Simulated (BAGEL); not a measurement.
# CH6GeO (SMILES C[O][GeH3]) at HF/cc-pVDZ (density fitting with qzvpp-jkfit)

Aim: the vertical ionisation energy of CH6GeO at HF/cc-pVDZ (density fitting with qzvpp-jkfit), from 2 runs. 

Program for the calculation: BAGEL 1.2.2.

1 further run of the same task is left out (it didn't finish).

## (1) Starting point

CH6GeO has 9 atoms, charge 0, and is taken as a singlet. SMILES: `C[O][GeH3]`. Geometry: relaxed at PBE0-D4/def2-TZVP.

Bond lengths: C1–O2 1.406 Å, O2–Ge3 1.779 Å, C1–H4 1.093 Å, C1–H5 1.099 Å, C1–H6 1.099 Å, Ge3–H7 1.542 Å, Ge3–H8 1.531 Å, Ge3–H9 1.542 Å. Some angles: C1–O2–Ge3 117.8°, O2–C1–H4 108.1°, O2–C1–H5 112.2°, O2–C1–H6 112.2°, O2–Ge3–H7 108.9°, O2–Ge3–H8 104.9°, O2–Ge3–H9 108.9°, H4–C1–H5 108.0°, H4–C1–H6 108.0°, H5–C1–H6 108.1°.

## (2) The energy at HF/cc-pVDZ (density fitting with qzvpp-jkfit)

Contents of hf.json:

```json
{ "bagel": [

{
  "title": "molecule",
  "basis": "cc-pvdz.json",
  "df_basis": "qzvpp-jkfit",
  "angstrom": true,
  "geometry": [
    { "atom": "C", "xyz": [      -0.461600,       0.939500,      -0.879600 ] },
    { "atom": "O", "xyz": [      -0.657300,      -0.383600,      -0.447300 ] },
    { "atom": "Ge", "xyz": [       0.409500,      -1.004400,       0.834300 ] },
    { "atom": "H", "xyz": [      -1.194400,       1.152600,      -1.661500 ] },
    { "atom": "H", "xyz": [       0.540900,       1.094500,      -1.301500 ] },
    { "atom": "H", "xyz": [      -0.607700,       1.666800,      -0.069200 ] },
    { "atom": "H", "xyz": [       1.870200,      -0.939000,       0.345100 ] },
    { "atom": "H", "xyz": [      -0.054100,      -2.444000,       1.070300 ] },
    { "atom": "H", "xyz": [       0.242900,      -0.128600,       2.092200 ] }
  ]
},

{ "title": "hf" },

{ "title": "print", "file": "orbitals.molden", "orbitals": true }

]}
```

The basis set cc-pVDZ is read from a file made from the Basis Set Exchange's data (not shown).

Launch:

```sh
$ BAGEL_NUM_THREADS=1 BAGEL hf.json > hf.out
```

The program printed:

```text
* using 1 threads per process

  ===============================================================
  ===============================================================

  *** Geometry ***

  { "atom" : "C", "xyz" : [     -0.872298,      1.775398,     -1.662203 ] },
  { "atom" : "O", "xyz" : [     -1.242117,     -0.724899,     -0.845274 ] },
  { "atom" : "Ge", "xyz" : [      0.773843,     -1.898041,      1.576599 ] },
  { "atom" : "H", "xyz" : [     -2.257089,      2.178098,     -3.139780 ] },
  { "atom" : "H", "xyz" : [      1.022153,      2.068305,     -2.459479 ] },
  { "atom" : "H", "xyz" : [     -1.148387,      3.149796,     -0.130769 ] },
  { "atom" : "H", "xyz" : [      3.534166,     -1.774453,      0.652144 ] },
  { "atom" : "H", "xyz" : [     -0.102234,     -4.618491,      2.022574 ] },
  { "atom" : "H", "xyz" : [      0.459014,     -0.243019,      3.953685 ] },

  Number of auxiliary basis functions:      526

  Since a DF basis is specified, we compute 2- and 3-index integrals:
    o Being stored without compression. Storage requirement is 0.030 GB

  Number of basis functions:       85
  Number of electrons      :       52

    * METHOD: MOLECULE                             0.26

  *** RHF ***

  === Nuclear Repulsion ===
   205.4353264977

      * DIIS with orbital gradients will be used.

  === RHF iteration (cc-pvdz.json) ===
      0      -2191.39212261          0.01364298           0.08
      1      -2191.49277749          0.00992422           0.08
      2      -2191.55333315          0.00129177           0.08
      3      -2191.55481295          0.00038368           0.08
      4      -2191.55489042          0.00006220           0.08
      5      -2191.55489356          0.00001282           0.07
      6      -2191.55489379          0.00000365           0.08
      7      -2191.55489382          0.00000111           0.08
      8      -2191.55489382          0.00000031           0.08
      9      -2191.55489382          0.00000008           0.08
     10      -2191.55489382          0.00000004           0.08
     11      -2191.55489382          0.00000001           0.08
    * SCF iteration converged.

    * Permanent dipole moment:
           (   -0.407752,    -0.277959,    -0.250521) a.u.

    * METHOD: HF                                   1.15

    * METHOD: PRINT                                0.01

  ===============================================================
```

Wall time 1.6 s (1 thread of Arm Neoverse V2, shared host); peak memory 0.13 GiB.

## (3) The doublet cation at the same level

hf.json: that of step 2 with these lines changed.

```diff
@@ -20,5 +20,13 @@
 
-{ "title": "hf" },
+{
+  "title": "uhf",
+  "charge": 1,
+  "nopen": 1
+},
 
-{ "title": "print", "file": "orbitals.molden", "orbitals": true }
+{
+  "title": "print",
+  "file": "orbitals.molden",
+  "orbitals": true
+}
```

The basis set cc-pVDZ is read from a file made from the Basis Set Exchange's data (not shown).

Launch:

```sh
$ BAGEL_NUM_THREADS=1 BAGEL hf.json > hf.out
```

The program printed:

```text
* using 1 threads per process

  ===============================================================
  ===============================================================

  *** Geometry ***

  { "atom" : "C", "xyz" : [     -0.872298,      1.775398,     -1.662203 ] },
  { "atom" : "O", "xyz" : [     -1.242117,     -0.724899,     -0.845274 ] },
  { "atom" : "Ge", "xyz" : [      0.773843,     -1.898041,      1.576599 ] },
  { "atom" : "H", "xyz" : [     -2.257089,      2.178098,     -3.139780 ] },
  { "atom" : "H", "xyz" : [      1.022153,      2.068305,     -2.459479 ] },
  { "atom" : "H", "xyz" : [     -1.148387,      3.149796,     -0.130769 ] },
  { "atom" : "H", "xyz" : [      3.534166,     -1.774453,      0.652144 ] },
  { "atom" : "H", "xyz" : [     -0.102234,     -4.618491,      2.022574 ] },
  { "atom" : "H", "xyz" : [      0.459014,     -0.243019,      3.953685 ] },

  Number of auxiliary basis functions:      526

  Since a DF basis is specified, we compute 2- and 3-index integrals:
    o Being stored without compression. Storage requirement is 0.030 GB

  Number of basis functions:       85
  Number of electrons      :       52

    * METHOD: MOLECULE                             0.25

  *** Open-shell HF ***

  === Nuclear Repulsion ===
   205.4353264977

      * DIIS with orbital gradients will be used.

  === UHF iteration (cc-pvdz.json) ===
      0      -2190.94533077          0.02870648           0.14
      1      -2191.03152150          0.03060977           0.13
      2      -2191.06917312          0.02399083           0.14
      3      -2191.18475902          0.00463968           0.13
      4      -2191.20158544          0.00369082           0.14
      5      -2191.21241864          0.00295996           0.14
      6      -2191.21969726          0.00447513           0.13
      7      -2191.22494684          0.00063213           0.13
      8      -2191.22562542          0.00011823           0.14
      9      -2191.22570423          0.00006081           0.13
     10      -2191.22574430          0.00002840           0.14
     11      -2191.22576387          0.00001194           0.14
     12      -2191.22576951          0.00000714           0.14
     13      -2191.22577185          0.00000152           0.14
     14      -2191.22577186          0.00000048           0.14
     15      -2191.22577186          0.00000020           0.14
     16      -2191.22577186          0.00000007           0.14
     17      -2191.22577186          0.00000004           0.13
     18      -2191.22577186          0.00000003           0.13
     19      -2191.22577186          0.00000003           0.13
     20      -2191.22577186          0.00000002           0.14
     21      -2191.22577186          0.00000002           0.13
     22      -2191.22577186          0.00000002           0.14
     23      -2191.22577186          0.00000001           0.14
    * SCF iteration converged.

    * S^2 (UHF) is 0.7617

    * Permanent dipole moment:
           (    0.180944,    -1.088383,     0.673736) a.u.

    * METHOD: UHF                                  3.44

    * METHOD: PRINT                                0.01

  ===============================================================
```

Run time: 3.9 s. Hardware: 1 thread of Arm Neoverse V2, shared host; peak memory 0.13 GiB.

## (4) Outcome

Level: HF/cc-pVDZ (density fitting with qzvpp-jkfit).

| quantity | value |
| --- | --- |
| singlet CH6GeO: total energy | -2191.55489 Eh |
| singlet CH6GeO: dipole moment | 1.41 D |
| singlet CH6GeO: HOMO energy | -11.57 eV |
| singlet CH6GeO: LUMO energy | 3.81 eV |
| singlet CH6GeO: HOMO–LUMO gap | 15.38 eV |
| doublet cation: total energy | -2191.22577 Eh |
| doublet cation: ⟨S²⟩ | 0.762 |
| vertical ionisation energy (to the doublet cation) | 8.956 eV |

What this shows: The vertical ionisation energy comes to 8.96 eV (207 kcal/mol). The negative HOMO energy of the first species, 11.57 eV, lies 2.61 eV above that difference.
